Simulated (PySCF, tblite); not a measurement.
# CH8O2S2Si3: geometry, infrared bands and NMR shifts

What infrared bands and NMR shifts should CH8O2S2Si3 (`O[Si@]1(O[SiH3])SC[SiH2]S1`) show?

Programs: tblite 0.8.0 and PySCF 2.14.0, with density-fitted response routines of our own. Each step states its level of theory. These are calculated values for one molecule in the gas phase, unless marked as measured. Atoms count from 0, in the outputs and in this text.

### Step 1. The molecule as given

16 atoms, charge 0, multiplicity 1; geometry from: force field or distance geometry start.

Bonds of the start (Å): O0–Si1 1.65, Si1–O2 1.62, O2–Si3 1.67, Si1–S4 2.11, S4–C5 1.81, C5–Si6 1.85, Si6–S7 2.14, S7–Si1 2.13, O0–H8 0.97, Si3–H9 1.48, Si3–H10 1.47, Si3–H11 1.49, C5–H12 1.09, C5–H13 1.10, Si6–H14 1.49, Si6–H15 1.49.

### Step 2. Geometry optimisation with GFN2-xTB

The job: settings as JSON, then the geometry in Å.

```
{"job": {"kind": "relax", "xc": "GFN2-xTB", "basis": "xTB"}, "charge": 0, "multiplicity": 1}
O     -0.849900    -2.279600     0.112800
Si    -0.387700    -0.700000     0.189700
O     -1.646200     0.304500     0.369500
Si    -3.074800     0.687000    -0.395800
S      0.754000    -0.216700    -1.520300
C      2.412000     0.003100    -0.828000
Si     2.253700     0.674000     0.885800
S      0.847400    -0.560200     1.925100
H     -0.976300    -2.704800     0.977600
H     -3.748600     1.776200     0.354800
H     -2.816200     1.122100    -1.778300
H     -3.968300    -0.509000    -0.390900
H      2.918900    -0.965200    -0.814700
H      2.992900     0.675400    -1.474200
H      1.738900     2.073700     0.899200
H      3.542600     0.628300     1.630500
```

Started as:

```sh
$ OMP_NUM_THREADS=1 python probes_run.py task.json out
```

This one command runs all jobs of the session in turn.

**Question.** This job is followed by: GFN2-xTB harmonic vibrations, gas phase; GIAO PBE0/pcSseg-1 NMR shielding, non-relativistic, gas phase. Predict these results of the whole session: strongest single infrared mode (GFN2-xTB); zero-point energy (GFN2-xTB); ¹³C shifts against TMS (PBE0/pcSseg-1); ¹H shifts against TMS (PBE0/pcSseg-1, means over atoms taken as alike); ¹⁷O shifts against H2O (PBE0/pcSseg-1); ²⁹Si shifts against TMS (PBE0/pcSseg-1); ³³S shifts against CS2 (PBE0/pcSseg-1).

**Answer**, as computed:

```
                                                              quantity                                   value
                             strongest single infrared mode (GFN2-xTB)                   1091 cm⁻¹, 660 km/mol
                                          zero-point energy (GFN2-xTB)                           56.7 kcal/mol
                                ¹³C shifts against TMS (PBE0/pcSseg-1)                                15.8 ppm
¹H shifts against TMS (PBE0/pcSseg-1, means over atoms taken as alike)  5.16, 5.15, 4.82, 2.77, 2.26, 1.96 ppm
                                ¹⁷O shifts against H2O (PBE0/pcSseg-1)                          89.8, 67.3 ppm
                               ²⁹Si shifts against TMS (PBE0/pcSseg-1)                  -5.1, -13.6, -38.3 ppm
                                ³³S shifts against CS2 (PBE0/pcSseg-1)                          -126, -256 ppm
```

**Reading.** The optimisation took 143 steps and gained 0.317 eV; among the close pairs (by a distance rule), C5–Si6 changed most, from 1.847 to 1.906 Å. All 42 modes are real, so the xTB geometry is a minimum. The strongest single mode, at 1091 cm⁻¹, moves mainly O2. Unscaled tight-binding wavenumbers are off by several per cent, some by more. Its intensities can rank the bands wrongly. At PBE0/pcSseg-1: Shielding is most anisotropic at S7 (span 300 ppm, paramagnetic term -303 ppm).
